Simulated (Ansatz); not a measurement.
**C3H10OTi: up Jacob's ladder to CCSD(T)**

An exercise on one series of results from a longer session: the logs are not shown, and one member is left open.

Method: functionals in def2-TZVPP, the program's frozen cores in correlated methods; program: Ansatz 0.2.0, Gaussian basis.

The runs, in order: LDA (SPW92), PBE-D4, revPBE-D4, BLYP-D4, r2SCAN-D4, B97M-V, PBE0-D4, B3LYP-D4, r2SCANh-D4, r2SCAN0-D4, HSE06-D4, BHLYP-D4, CAM-B3LYP-D4, LC-ωPBE, ωB97X-V, ωB97M-V, B2PLYP, PBE-QIDH; CCSD(T)/def2-SVP; MP2/def2-TZVPP; MP2/def2-QZVPP; RPA on PBE.

## The geometry

All runs share one geometry, relaxed beforehand with PBE0-D4 in a triple-zeta def2 set.

SMILES `[CH3][Ti]([CH3])([CH3])[OH]`, 15 atoms, charge 0, spin multiplicity 1.

Atoms are counted from 1 here; the program's logs count them from 0.

Bond lengths: C1–Ti2 2.067 Å, C1–H6 1.097 Å, C1–H7 1.095 Å, C1–H8 1.095 Å, Ti2–C3 2.067 Å, Ti2–C4 2.066 Å, Ti2–O5 1.770 Å, C3–H9 1.095 Å, C3–H10 1.097 Å, C3–H11 1.095 Å, C4–H12 1.096 Å, C4–H13 1.095 Å, C4–H14 1.095 Å, O5–H15 0.953 Å. Angles: Ti2–C1–H6 108.6°, Ti2–C1–H7 111.4°, Ti2–C1–H8 110.7°, H6–C1–H7 108.7°, H6–C1–H8 108.7°, H7–C1–H8 108.7°, C1–Ti2–C3 107.7°, C1–Ti2–C4 108.0°, C1–Ti2–O5 111.3°, C3–Ti2–C4 108.0°, C3–Ti2–O5 111.1°, C4–Ti2–O5 110.6°, Ti2–C3–H9 111.0°, Ti2–C3–H10 108.7°, Ti2–C3–H11 111.0°, H9–C3–H10 108.6°, H9–C3–H11 108.7°, H10–C3–H11 108.7° and more.

Set-up of the first run:

File in.yaml:

```yaml
crystal:
  periodic: [false, false, false]
  atoms:
    - {symbol: C, position_ang: [-1.829934, 0.642469, 0.233595]}
    - {symbol: Ti, position_ang: [0.173921, 0.303712, -0.144377]}
    - {symbol: C, position_ang: [1.046864, -0.327263, 1.619938]}
    - {symbol: C, position_ang: [0.315451, -1.236978, -1.514146]}
    - {symbol: O, position_ang: [0.966890, 1.761212, -0.762065]}
    - {symbol: H, position_ang: [-2.265490, -0.269494, 0.659697]}
    - {symbol: H, position_ang: [-1.969267, 1.462862, 0.945017]}
    - {symbol: H, position_ang: [-2.363269, 0.886247, -0.691354]}
    - {symbol: H, position_ang: [0.943341, 0.431214, 2.403003]}
    - {symbol: H, position_ang: [0.545267, -1.244485, 1.951591]}
    - {symbol: H, position_ang: [2.111274, -0.540655, 1.477652]}
    - {symbol: H, position_ang: [-0.216200, -2.112353, -1.122513]}
    - {symbol: H, position_ang: [1.363037, -1.507322, -1.683742]}
    - {symbol: H, position_ang: [-0.130715, -0.951855, -2.472411]}
    - {symbol: H, position_ang: [1.287029, 2.651989, -0.870387]}
basis:
  gaussian: {orbitals: def2-TZVPP}
hamiltonian: {xc: lda}
output: {orbitals: {seedname: orbitals}}
```

The run is started by

```sh
$ ansatz run in.yaml --threads 4 --pin off --events-out ev --progress --plain --max-ram 11315MiB
```

Steps of the session up to this table: LDA; PBE-D4 (GGA); revPBE-D4 (GGA); BLYP-D4 (GGA); r2SCAN-D4 (meta-GGA); B97M-V (meta-GGA); B3LYP-D4 (hybrid); r2SCANh-D4 (hybrid); r2SCAN0-D4 (hybrid); HSE06-D4 (hybrid); BHLYP-D4 (hybrid); CAM-B3LYP-D4 (range-separated); LC-ωPBE (range-separated); ωB97X-V (range-separated); ωB97M-V (range-separated); B2PLYP (double hybrid); PBE-QIDH (double hybrid).

One of the session's tables, all rows but one given; the rest of the session is left out.

It belongs to the step «Orbital energies across the functionals». 

```
  functional  HOMO (eV)  gap (eV)
 LDA (SPW92)      -6.17      3.41
      PBE-D4      -6.06      3.56
   revPBE-D4      -6.02      3.60
     BLYP-D4      -5.95      3.55
   r2SCAN-D4      -6.36      4.08
      B97M-V      -6.47      4.23
     PBE0-D4      -7.47      6.20
    B3LYP-D4      -7.24      5.65
  r2SCANh-D4      -6.89      5.06
  r2SCAN0-D4      -7.67      6.54
    HSE06-D4      -7.06      5.40
    BHLYP-D4      -8.78      8.85
CAM-B3LYP-D4          ?         ?
     LC-ωPBE     -10.35     11.43
     ωB97X-V      -9.98     11.02
     ωB97M-V      -9.86     10.84
```

**Question.** Estimate the row for CAM-B3LYP-D4.

The run gave: HOMO (eV): -8.92; gap (eV): 8.82. In the column «HOMO (eV)» it lies between ωB97M-V (-9.86) and BHLYP-D4 (-8.78).
